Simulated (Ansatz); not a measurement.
# Al₂Cu: a line through an energy map

Aim: follow the energy of Al2Cu (P4/mmm, No. 123; 3 atoms in the cell) along one coordinate, lattice constant a (and b), with the other held at lattice constant c = 2.746 Å.

Method: DFT LDA, scalar-relativistic, plane waves, PAW, in Ansatz 0.2.0.

16 further runs of the same task are left out: 16 set aside as unsound or not needed.

## (1) The structure to begin with

It takes space group P4/mmm (No. 123, tetragonal). The conventional cell has a = 4.042 Å, b = 4.042 Å, c = 2.821 Å, α = 90.00°, β = 90.00°, γ = 90.00°. Al (site symmetry mmm) has 4 Cu at 2.46 Å and 6 Al at 2.82 to 2.86 Å as nearest neighbours. Around Cu (site symmetry 4/mmm) lie 8 Al at 2.46 Å and 2 Cu at 2.82 Å.

Structure file:

```cif
data_structure
_symmetry_space_group_name_H-M 'P 1'
_symmetry_Int_Tables_number 1
_cell_length_a 4.0423
_cell_length_b 4.0423
_cell_length_c 2.8214
_cell_angle_alpha 90.000
_cell_angle_beta 90.000
_cell_angle_gamma 90.000
_cell_volume 46.10
loop_
_atom_site_label
_atom_site_type_symbol
_atom_site_fract_x
_atom_site_fract_y
_atom_site_fract_z
_atom_site_occupancy
Al1 Al 0.50000 0.00000 0.50000 1
Al2 Al 0.00000 0.50000 0.50000 1
Cu1 Cu 0.00000 0.00000 0.00000 1
```

It goes back to an entry of the Materials Project, which need not be the stable form.

It is the result of an earlier relaxation at this level (volume 15.37 Å³/atom; gap on the mesh: none (metal)).

## (2) What is varied

The energy is mapped over the lattice constants a and c of the conventional cell.

The axes are (1) lattice constant a (and b): 7 values from 3.759 to 4.325 Å; (2) lattice constant c: 7 values from 2.596 to 3.047 Å.

Nothing else is relaxed (symmetry fixes all fractional coordinates). Energies count from the relaxed crystal. Points are written as (first, second).

## (3) Point (3.854 Å, 2.746 Å)

Input file input.yaml:

```yaml
crystal:
  lattice:
    - [3.8536, 0.0, 0.0]
    - [0.0, 3.8536, 0.0]
    - [0.0, 0.0, 2.7461]
  atoms:
    - { symbol: Al, position: [0.5, 0.0, 0.5] }
    - { symbol: Al, position: [0.0, 0.5, 0.5] }
    - { symbol: Cu, position: [0.0, 0.0, 0.0] }
basis:
  ecutwfc: 520.0
kpoints:
  mp_grid: { grid: [10, 10, 14] }
hamiltonian:
  xc: lda
  pseudopotentials: { kind: paw, azcp: { folder: soft_1 } }
scf:
  occupations: { method: gaussian, width: 0.15 }
output:
  forces: true
  stress: true
  eigenvalues: true
```

Started as:

```sh
$ ansatz run input.yaml --threads 2 --pin off --max-ram 4096MiB --backend cpu --events-out ev --progress --plain --runs-dir out
```

Further runs follow: the other points of the line.

Q: Predict the outcome of this session. Wanted: for each run, lattice constant a; energy; slope; pressure.

**Answer**, as computed:

| lattice constant a (and b) (Å) | step | energy (meV/atom) | slope (meV/atom per Å) | pressure (GPa) |
| --- | --- | --- | --- | --- |
| 3.759 | – | 183 | −1264 | 26.8 |
| 3.854 | 3 | 86 | −798 | 17.1 |
| 3.948 | 4 | 30 | −411 | 9.3 |
| 4.042 | 5 | 6 | −103 | 3.2 |
| 4.137 | 6 | 8 | 129 | −1.5 |
| 4.231 | – | 29 | 314 | −5.1 |
| 4.325 | 7 | 66 | 467 | −7.9 |

Energies count from the relaxed crystal. Rows without a step come from runs not printed here or follow by symmetry. Slopes come from the forces (and the stress, where the cell changes), not from differences of energies.

In words: The lowest point of the line is at 4.042 Å, 6 meV/atom from the zero. Energies and slopes round the minimum, fitted together, put the minimum at 4.0809 Å, with a curvature of about 2500 meV/atom per Å². The highest point computed, at 3.759 Å, lies 177 meV/atom above the lowest. This is one cut through a surface in two coordinates; the map's lowest point lies off it.
